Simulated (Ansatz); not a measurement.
# C2H4AlNO: a ladder of functionals and wavefunction methods

An exercise on one series of results from a longer session: the logs are not shown, and one member is left open.

Computed with Ansatz 0.2.0, Gaussian basis. Level: functionals in def2-TZVPP, the program's frozen cores in correlated methods.

The runs, in order: LDA (SPW92), PBE-D4, revPBE-D4, BLYP-D4, r2SCAN-D4, B97M-V, PBE0-D4, B3LYP-D4, r2SCANh-D4, r2SCAN0-D4, HSE06-D4, BHLYP-D4, CAM-B3LYP-D4, LC-ωPBE, ωB97X-V, ωB97M-V, B2PLYP, PBE-QIDH; CCSD(T)/def2-SVP; CCSD(T)/def2-TZVPP; MP2/def2-QZVPP; extrapolation to the limit; RPA on PBE.

**The geometry**

An earlier PBE0-D4 in a triple-zeta def2 set relaxation fixed the geometry.

SMILES `[CH3][AlH][N]=C=O`, 9 atoms, charge 0, spin multiplicity 1.

Atoms are counted from 1 here; the program's logs count them from 0.

Bond lengths: C1–Al2 1.938 Å, C1–H6 1.092 Å, C1–H7 1.095 Å, C1–H8 1.094 Å, Al2–N3 1.777 Å, Al2–H9 1.579 Å, N3–C4 1.195 Å, C4–O5 1.167 Å. Angles: Al2–C1–H6 112.6°, Al2–C1–H7 110.5°, Al2–C1–H8 111.0°, H6–C1–H7 107.7°, H6–C1–H8 108.2°, H7–C1–H8 106.5°, C1–Al2–N3 118.0°, C1–Al2–H9 125.9°, N3–Al2–H9 116.1°, Al2–N3–C4 179.0°, N3–C4–O5 179.9°.

Geometry (Å):

```tsv
atom	x (Å)	y (Å)	z (Å)
C1	-1.4798	-0.7872	0.0454
Al2	0.1200	-0.0307	0.8352
N3	1.3225	0.6970	-0.2517
C4	2.1425	1.1922	-0.9657
O5	2.9418	1.6751	-1.6655
H6	-2.1043	-1.3049	0.7770
H7	-2.0880	-0.0024	-0.4168
H8	-1.2281	-1.4944	-0.7507
H9	0.4619	0.0090	2.3759
```

The first run:

in.yaml reads:

```yaml
crystal:
  periodic: [false, false, false]
  atoms:
    - {symbol: C, position_ang: [-1.479795, -0.787162, 0.045391]}
    - {symbol: Al, position_ang: [0.119957, -0.030748, 0.835226]}
    - {symbol: N, position_ang: [1.322483, 0.697022, -0.251718]}
    - {symbol: C, position_ang: [2.142522, 1.192162, -0.965715]}
    - {symbol: O, position_ang: [2.941840, 1.675124, -1.665548]}
    - {symbol: H, position_ang: [-2.104258, -1.304890, 0.776994]}
    - {symbol: H, position_ang: [-2.087958, -0.002442, -0.416842]}
    - {symbol: H, position_ang: [-1.228129, -1.494406, -0.750743]}
    - {symbol: H, position_ang: [0.461938, 0.009040, 2.375856]}
basis:
  gaussian: {orbitals: def2-TZVPP}
hamiltonian: {xc: lda}
output: {orbitals: {seedname: orbitals}}
```

Steps of the session up to this table: LDA; PBE-D4 (GGA); revPBE-D4 (GGA); BLYP-D4 (GGA); r2SCAN-D4 (meta-GGA); B97M-V (meta-GGA); PBE0-D4 (hybrid); B3LYP-D4 (hybrid); r2SCANh-D4 (hybrid); r2SCAN0-D4 (hybrid); HSE06-D4 (hybrid); BHLYP-D4 (hybrid); CAM-B3LYP-D4 (range-separated); LC-ωPBE-D4 (range-separated; the results give it without D4); ωB97X-V (range-separated); ωB97M-V (range-separated); B2PLYP (double hybrid); PBE-QIDH (double hybrid).

One of the session's tables, all rows but one given; the rest of the session is left out.

It belongs to the step «Orbital energies across the functionals». 

```
  functional  HOMO (eV)  LUMO (eV)  gap (eV)
 LDA (SPW92)      -6.91      -2.31      4.60
      PBE-D4      -6.76      -2.05      4.71
   revPBE-D4      -6.70      -1.93      4.77
     BLYP-D4      -6.64      -1.95      4.69
   r2SCAN-D4      -7.05      -1.71      5.34
      B97M-V      -7.11      -1.88      5.23
     PBE0-D4      -8.07      -1.28      6.79
    B3LYP-D4      -7.86      -1.51      6.35
  r2SCANh-D4      -7.54      -1.45      6.09
  r2SCAN0-D4      -8.27      -1.08      7.19
    HSE06-D4      -7.67      -1.64      6.02
    BHLYP-D4      -9.30      -0.53      8.77
CAM-B3LYP-D4      -9.43      -0.38      9.06
     LC-ωPBE     -10.77       0.74     11.51
     ωB97X-V          ?          ?         ?
     ωB97M-V     -10.26       0.34     10.60
```

**Question.** Estimate the row for ωB97X-V.

The run gave: HOMO (eV): -10.41; LUMO (eV): 0.62; gap (eV): 11.03. In the column «HOMO (eV)» it lies between LC-ωPBE (-10.77) and ωB97M-V (-10.26).
